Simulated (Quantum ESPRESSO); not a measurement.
# Co in Quantum ESPRESSO: work function with PBE

Aim: the work function of Co with PBE.

All numbers are computed with Quantum ESPRESSO 7.5; they aren't measurements. Logs are shortened: lines on timing, memory, paths and dates and some standing lists are left out, and cuts for length are marked.

**1. The slab as given**

The cell holds a slab with vacuum, 6 atoms: a = 2.519 Å, b = 2.519 Å, c = 25.227 Å, α = 90.00°, β = 90.00°, γ = 120.00°.

The slab is cut from a database's or a generator's crystal, which needn't be the stable form of the element.

**2. Work function, PBE, collinear spin, ferromagnetic start**

Contents of pw.in:

```
&CONTROL
  calculation = 'scf'
  prefix = 'pwscf'
  outdir = './tmp'
  pseudo_dir = './pseudo'
  tprnfor = .true.
  disk_io = 'low'
/
&SYSTEM
  ibrav = 0
  celldm(1) = 8
  nat = 6
  ntyp = 1
  ecutwfc = 96
  nbnd = 69
  occupations = 'smearing'
  smearing = 'fd'
  degauss = 0.00367493
  nspin = 2
  starting_magnetization(1) = 0.1176
/
&ELECTRONS
  conv_thr = 6d-09
  electron_maxstep = 150
  mixing_beta = 0.3
  mixing_mode = 'local-TF'
/
ATOMIC_SPECIES
Co    58.9332 Co.upf
CELL_PARAMETERS alat
  0.5950277188666  -0.0000000000000   0.0000000000000
 -0.2975138594242   0.5153091204892   0.0000000000000
  0.0000000000000   0.0000000000000   5.9591332261246
ATOMIC_POSITIONS crystal
Co     0.6666666667    0.3333333334    0.2972946190
Co     0.3333333333    0.6666666666    0.3783767714
Co     0.6666666667    0.3333333334    0.4594589238
Co     0.3333333333    0.6666666666    0.5405410762
Co     0.6666666667    0.3333333334    0.6216232286
Co     0.3333333333    0.6666666666    0.7027053810
K_POINTS automatic
12 12 1 0 0 0
```

Contents of pp_density.in:

```
&INPUTPP
  prefix = 'pwscf'
  outdir = './tmp'
  filplot = 'density.dat'
  plot_num = 0
/
&PLOT
  nfile = 1
  filepp(1) = 'density.dat'
  iflag = 3
  output_format = 6
  fileout = 'density.cube'
/
```

Contents of pp_potential.in:

```
&INPUTPP
  prefix = 'pwscf'
  outdir = './tmp'
  filplot = 'potential.dat'
  plot_num = 11
/
&PLOT
  nfile = 1
  filepp(1) = 'potential.dat'
  iflag = 3
  output_format = 6
  fileout = 'potential.cube'
/
```

Contents of pp_spin.in:

```
&INPUTPP
  prefix = 'pwscf'
  outdir = './tmp'
  filplot = 'spin.dat'
  plot_num = 6
/
&PLOT
  nfile = 1
  filepp(1) = 'spin.dat'
  iflag = 3
  output_format = 6
  fileout = 'spin.cube'
/
```

Contents of pp_elf.in:

```
&INPUTPP
  prefix = 'pwscf'
  outdir = './tmp'
  filplot = 'elf.dat'
  plot_num = 8
/
&PLOT
  nfile = 1
  filepp(1) = 'elf.dat'
  iflag = 3
  output_format = 6
  fileout = 'elf.cube'
/
```

Potentials or basis: PseudoDojo 0.4.1 SR PBE standard.

On the command line:

```console
> OMP_NUM_THREADS=1 mpirun -n 2 pw.x -nk 2 -in pw.in > pw.out
> OMP_NUM_THREADS=1 mpirun -n 1 pp.x -in pp_density.in > pp_density.out
> OMP_NUM_THREADS=1 mpirun -n 1 pp.x -in pp_potential.in > pp_potential.out
> OMP_NUM_THREADS=1 mpirun -n 1 pp.x -in pp_spin.in > pp_spin.out
> OMP_NUM_THREADS=1 mpirun -n 1 pp.x -in pp_elf.in > pp_elf.out
```

pw.out:

```text
This program is part of the open-source Quantum ESPRESSO suite
     for quantum simulation of materials; please cite
[... 6 lines left out ...]
     using ibrav=0 with symmetry is DISCOURAGED, use correct ibrav instead

     K-points division:     npool     =       2
     Subspace diagonalization in iterative solution of the eigenvalue problem:
     a serial algorithm will be used

     G-vector sticks info
     --------------------
     sticks:   dense  smooth     PW     G-vecs:    dense   smooth      PW
     Sum         595     595    187               118839   118839   19117

     Using Slab Decomposition

     bravais-lattice index     =            0
     lattice parameter (alat)  =       8.0000  a.u.
     unit-cell volume          =     935.5308 (a.u.)^3
     number of atoms/cell      =            6
     number of atomic types    =            1
     number of electrons       =       102.00
     number of Kohn-Sham states=           69
     kinetic-energy cutoff     =      96.0000  Ry
     charge density cutoff     =     384.0000  Ry
     scf convergence threshold =      6.0E-09
     mixing beta               =       0.3000
     number of iterations used =            8  local-TF  mixing
     Exchange-correlation= PBE
                           (   1   4   3   4   0   0   0)

     celldm(1)=   8.000000  celldm(2)=   0.000000  celldm(3)=   0.000000
     celldm(4)=   0.000000  celldm(5)=   0.000000  celldm(6)=   0.000000

     crystal axes: (cart. coord. in units of alat)
               a(1) = (   0.595028  -0.000000   0.000000 )
               a(2) = (  -0.297514   0.515309   0.000000 )
               a(3) = (   0.000000   0.000000   5.959133 )

     reciprocal axes: (cart. coord. in units 2 pi/alat)
               b(1) = (  1.680594  0.970291 -0.000000 )
               b(2) = (  0.000000  1.940583 -0.000000 )
               b(3) = ( -0.000000 -0.000000  0.167810 )

     PseudoPot. # 1 for Co read from file:
     Co.upf
     Pseudo is Norm-conserving + core correction, Zval = 17.0
     Generated using ONCVPSP code by D. R. Hamann
     Using radial grid of 1388 points,  6 beta functions with:
                l(1) =   0
                l(2) =   0
                l(3) =   1
                l(4) =   1
                l(5) =   2
                l(6) =   2

     atomic species   valence    mass     pseudopotential
     Co               17.00    58.93320     Co( 1.00)

     Starting magnetic structure
     atomic species   magnetization
     Co              0.118

     12 Sym. Ops., with inversion, found

   Cartesian axes

     site n.     atom                  positions (alat units)
         1        Co     tau(   1) = (   0.2975139   0.1717697   1.7716182  )
         2        Co     tau(   2) = (   0.0000000   0.3435394   2.2547976  )
         3        Co     tau(   3) = (   0.2975139   0.1717697   2.7379769  )
         4        Co     tau(   4) = (   0.0000000   0.3435394   3.2211563  )
         5        Co     tau(   5) = (   0.2975139   0.1717697   3.7043356  )
         6        Co     tau(   6) = (   0.0000000   0.3435394   4.1875150  )

     number of k points=    19  Fermi-Dirac smearing, width (Ry)=  0.0037
                       cart. coord. in units 2pi/alat
        k(    1) = (   0.0000000   0.0000000   0.0000000), wk =   0.0069444
        k(    2) = (   0.0000000   0.1617152   0.0000000), wk =   0.0416667
        k(    3) = (   0.0000000   0.3234305   0.0000000), wk =   0.0416667
        k(    4) = (   0.0000000   0.4851457   0.0000000), wk =   0.0416667
        k(    5) = (   0.0000000   0.6468609   0.0000000), wk =   0.0416667
        k(    6) = (   0.0000000   0.8085762   0.0000000), wk =   0.0416667
[... 11 lines left out ...]
        k(   18) = (   0.4201485   0.8894338   0.0000000), wk =   0.0833333
        k(   19) = (   0.5601980   0.9702914   0.0000000), wk =   0.0138889

     Dense  grid:   118839 G-vectors     FFT dimensions: (  30,  30, 300)

     Generating pointlists ...
     new r_m :   0.2446 (alat units)  1.9564 (a.u.) for type    1

     Initial potential from superposition of free atoms

     starting charge     101.9983, renormalised to     102.0000

     negative rho (up, down):  1.187E-05 9.375E-06
     Starting wfcs are   60 randomized atomic wfcs +    9 random wfcs

     Self-consistent Calculation

     iteration #  1     ecut=    96.00 Ry     beta= 0.30
     Davidson diagonalization with overlap
     ethr =  1.00E-02,  avg # of iterations =  5.2

     negative rho (up, down):  2.198E-08 2.144E-08

     total energy              =   -1836.32720611 Ry
     estimated scf accuracy    <       2.94049226 Ry

     total magnetization       =    10.08 Bohr mag/cell
     absolute magnetization    =    10.33 Bohr mag/cell
[... 190 lines left out ...]
     total magnetization       =    10.30 Bohr mag/cell
     absolute magnetization    =    11.44 Bohr mag/cell

     iteration # 19     ecut=    96.00 Ry     beta= 0.30
     Davidson diagonalization with overlap
     ethr =  1.77E-11,  avg # of iterations =  2.5

     Magnetic moment per site  (integrated on atomic sphere of radius R)
     atom   1 (R=0.245)  charge= 15.5339  magn=  1.8452
     atom   2 (R=0.245)  charge= 15.6215  magn=  1.7937
     atom   3 (R=0.245)  charge= 15.6245  magn=  1.7587
     atom   4 (R=0.245)  charge= 15.6245  magn=  1.7587
     atom   5 (R=0.245)  charge= 15.6215  magn=  1.7937
     atom   6 (R=0.245)  charge= 15.5339  magn=  1.8452

     End of self-consistent calculation

 ------ SPIN UP ------------

          k = 0.0000 0.0000 0.0000 ( 14963 PWs)   bands (ev):

   -89.5359 -89.5348 -89.4888 -89.4660 -89.4406 -89.4406 -52.9719 -52.9503
   -52.8637 -52.8104 -52.7670 -52.7306 -52.7306 -52.7296 -52.7296 -52.6987
   -52.6904 -52.6904 -52.6707 -52.6707 -52.6073 -52.6073 -52.6073 -52.6073
    -2.0821  -1.4369  -0.4329   0.6174   1.2404   1.3980   3.5364   3.6187
     3.7190   3.7553   3.7680   3.7680   3.7849   3.7849   3.8390   3.8390
     3.9589   3.9589   4.0858   4.0858   4.1372   4.1372   4.5722   4.5722
     4.6113   4.7968   4.7968   5.0774   5.0774   5.3026   5.3026   5.4137
     5.4137   5.4898   5.4898   6.0414   6.5755  11.0881  11.2433  12.4406
    13.1309  14.6006  15.0954  17.4783  17.7192
[... 51 lines left out ...]
   -89.5037 -89.5036 -89.4561 -89.4465 -89.4139 -89.4139 -52.9512 -52.9437
   -52.9305 -52.9054 -52.8711 -52.8557 -52.8064 -52.8051 -52.7927 -52.7843
   -52.7811 -52.7741 -52.7539 -52.7403 -52.7294 -52.7108 -52.6539 -52.6539
     1.4646   1.4928   1.6956   1.8658   1.9968   2.1095   2.4516   2.6385
     2.8017   2.8496   3.1179   3.6866   3.8213   4.0549   4.0997   4.1662
     4.4604   4.4875   4.6819   4.8838   5.2494   5.2745   5.3405   5.5292
     5.5408   5.5845   5.6489   5.6729   5.7263   5.7475   6.1855   6.3499
     6.7027   7.9025   9.3709  10.7319  13.1677  13.2268  14.1241  14.2286
    15.1181  15.9257  16.1650  16.6717  17.2130

          k = 0.0000-0.9703 0.0000 ( 14800 PWs)   bands (ev):

   -89.5014 -89.5014 -89.4533 -89.4456 -89.4120 -89.4120 -52.9640 -52.9569
   -52.9391 -52.9124 -52.8697 -52.8615 -52.8118 -52.8103 -52.7931 -52.7881
   -52.7848 -52.7806 -52.7572 -52.7438 -52.7350 -52.7138 -52.6572 -52.6572
     1.5283   1.5292   1.7580   1.8093   1.9072   2.0843   2.4327   2.6179
     2.7208   2.8023   3.0984   3.6514   3.7816   4.0261   4.2396   4.2424
     4.4491   4.6519   4.8145   4.8942   5.2756   5.4290   5.4859   5.5736
     5.6649   5.7005   5.7392   5.7866   5.8406   5.8439   7.3929   7.4871
     7.7882   8.5244   9.1474   9.4743  12.9248  12.9509  13.8691  13.9292
    14.9673  15.0921  15.7303  17.5140  17.9827
[... 135 lines left out ...]
   -89.4971 -89.4971 -89.4460 -89.4460 -89.4084 -89.4084 -52.9096 -52.9096
   -52.8890 -52.8890 -52.8890 -52.8834 -52.8397 -52.8242 -52.8242 -52.8032
   -52.7986 -52.7986 -52.7511 -52.7510 -52.7449 -52.7449 -52.7322 -52.7322
     2.2940   2.4856   2.6133   2.6133   2.6532   2.6532   2.7366   2.8650
     2.8789   2.9546   2.9546   3.5431   3.5431   3.6131   3.6131   3.8703
     3.8703   3.9331   3.9383   4.4450   4.4536   4.5966   4.9543   5.1222
     5.1222   5.3360   5.4691   5.4691   5.5447   5.5447  11.0143  11.5843
    11.5843  11.7191  11.7829  11.7829  12.3377  12.3377  12.7761  14.0721
    15.2294  15.2294  15.5488  16.3791  16.3791

 ------ SPIN DOWN ----------

          k = 0.0000 0.0000 0.0000 ( 14963 PWs)   bands (ev):

   -87.6801 -87.6741 -87.6546 -87.6354 -87.5508 -87.5508 -51.0147 -50.9652
   -50.8743 -50.7802 -50.7645 -50.7645 -50.7572 -50.7572 -50.7424 -50.7424
   -50.7276 -50.7276 -50.7199 -50.7090 -50.6423 -50.6423 -50.6423 -50.6423
    -2.1557  -1.5003  -0.4625   0.7613   1.8099   2.3075   5.0915   5.1527
     5.4062   5.4206   5.5647   5.5647   5.5699   5.5782   5.5782   5.6662
     5.6662   5.7758   5.7758   5.8961   5.8961   5.9589   5.9589   6.3200
     6.5444   6.5585   6.5585   6.8386   6.8386   7.1311   7.1311   7.3547
     7.3547   7.4978   7.4978   7.5570   7.5570  11.0699  11.3052  12.5102
    13.5507  14.9621  15.3177  17.7523  17.8556
[... 51 lines left out ...]
   -87.6407 -87.6398 -87.6259 -87.6165 -87.5222 -87.5222 -50.9990 -50.9968
   -50.9810 -50.9588 -50.9113 -50.8945 -50.8535 -50.8267 -50.8262 -50.8138
   -50.8002 -50.7914 -50.7831 -50.7693 -50.7168 -50.7167 -50.6920 -50.6920
     2.1928   2.3628   2.6541   2.9935   3.2802   3.3868   3.7672   4.0431
     4.2309   4.2841   4.4398   5.3665   5.5742   5.6584   5.8095   5.8854
     5.9443   6.1536   6.3720   6.5747   6.8644   6.8826   7.3141   7.5529
     7.5772   7.6106   7.6207   7.6450   7.6894   7.7263   7.7659   7.8027
     7.9739   8.6390   9.9705  11.3536  13.7682  13.8001  14.7538  14.9715
    15.7259  16.2439  16.4135  16.7780  17.3275

          k = 0.0000-0.9703 0.0000 ( 14800 PWs)   bands (ev):

   -87.6377 -87.6372 -87.6235 -87.6157 -87.5201 -87.5201 -51.0125 -51.0096
   -50.9959 -50.9713 -50.9099 -50.9028 -50.8573 -50.8310 -50.8289 -50.8178
   -50.8028 -50.7950 -50.7904 -50.7724 -50.7172 -50.7171 -50.6956 -50.6955
     2.5938   2.6162   2.8319   3.0294   3.2114   3.2980   3.7308   3.9820
     4.1726   4.2410   4.3537   5.3238   5.6127   5.6793   5.9010   5.9116
     6.0354   6.3604   6.3878   6.8782   6.9333   7.3525   7.4227   7.6888
     7.7281   7.7661   7.8038   7.8414   7.8694   7.8989   7.8997   8.1719
     8.7675   9.0176   9.8828  10.4133  13.6505  13.6576  14.6410  14.6443
    15.4298  15.6217  16.0594  17.6732  17.9989
[... 135 lines left out ...]
   -87.6322 -87.6322 -87.6167 -87.6167 -87.5163 -87.5163 -50.9565 -50.9565
   -50.9425 -50.9290 -50.9290 -50.9251 -50.8965 -50.8681 -50.8672 -50.8672
   -50.8031 -50.8031 -50.7967 -50.7966 -50.7744 -50.7744 -50.7140 -50.7140
     3.7452   3.8051   3.8051   3.8942   3.9653   3.9779   3.9779   4.0178
     4.0256   4.3992   4.3992   4.9392   4.9392   5.1286   5.1286   5.4239
     5.4247   5.6046   5.6046   6.2214   6.2729   6.5486   6.9879   7.2864
     7.2864   7.4028   7.4566   7.4566   7.5436   7.5436  11.8091  12.3193
    12.3193  12.4572  12.4572  12.4830  12.9145  12.9145  13.4667  14.6490
    15.8060  15.8060  16.0108  16.9079  16.9079

     the Fermi energy is     6.5220 ev

!    total energy              =   -1836.33128003 Ry
     estimated scf accuracy    <          9.7E-10 Ry
     smearing contrib. (-TS)   =      -0.00396425 Ry
     internal energy E=F+TS    =   -1836.32731578 Ry

     The total energy is F=E-TS. E is the sum of the following terms:
     one-electron contribution =  -15015.14880824 Ry
     hartree contribution      =    7534.15764972 Ry
     xc contribution           =    -336.19397122 Ry
     ewald contribution        =    5980.85781396 Ry

     total magnetization       =    10.30 Bohr mag/cell
     absolute magnetization    =    11.44 Bohr mag/cell

     convergence has been achieved in  19 iterations

     Forces acting on atoms (cartesian axes, Ry/au):

     atom    1 type  1   force =     0.00000000   -0.00000000    0.02183801
     atom    2 type  1   force =     0.00000000    0.00000000   -0.01664638
     atom    3 type  1   force =     0.00000000   -0.00000000    0.00759604
     atom    4 type  1   force =     0.00000000    0.00000000   -0.00759604
     atom    5 type  1   force =     0.00000000    0.00000000    0.01664638
     atom    6 type  1   force =     0.00000000    0.00000000   -0.02183801

     Total force =     0.040291     Total SCF correction =     0.000132

=------------------------------------------------------------------------------=
   JOB DONE.
=------------------------------------------------------------------------------=
```

Run time: 8.9 min. Hardware: 2 MPI ranks of Arm Neoverse V2, shared host; peak memory 1.1 GiB.

Results:

| Property | Result |
| --- | --- |
| Free energy | -24984.5599 eV |
| Largest force | 0.561 eV/Å |
| Band gap on the k mesh | none (metal or under the smearing width) |
| Net moment | 10.30 μB per cell |
| Absolute moment | 11.44 μB per cell |
| Site moments | Co +1.85, +1.79, +1.76 μB |
| Valence electrons inside the program's atomic spheres | Co 15.53, 15.62 |
| Work function of the upper face | 4.94 eV |
| Work function of the lower face | 4.94 eV |

Forces on the atoms (eV/Å):
```
Co   0.000  0.000  0.561
Co   0.000  0.000 -0.428
Co   0.000  0.000  0.195
Co   0.000  0.000 -0.195
Co   0.000  0.000  0.428
Co   0.000  0.000 -0.561
```

Levels at points of the mesh, in eV from the Fermi level:
Spin up:
```csv
k point,band 54,band 55,band 56,band 57,band 58,band 59
"(0.00, 0.00, 0.00)",-1.22,-1.22,-1.11,-1.11,-1.03,-1.03
"(0.00, -0.50, 0.00)",-0.68,0.87,0.97,1.27,2.00,2.63
```
Spin down:
| k point | band 43 | band 44 | band 45 | band 46 | band 47 | band 48 |
| --- | --- | --- | --- | --- | --- | --- |
| (0.00, 0.00, 0.00) | -0.75 | -0.63 | -0.63 | -0.56 | -0.56 | -0.20 |
| (0.00, -0.50, 0.00) | -0.13 | 0.36 | 0.41 | 0.83 | 0.90 | 1.17 |
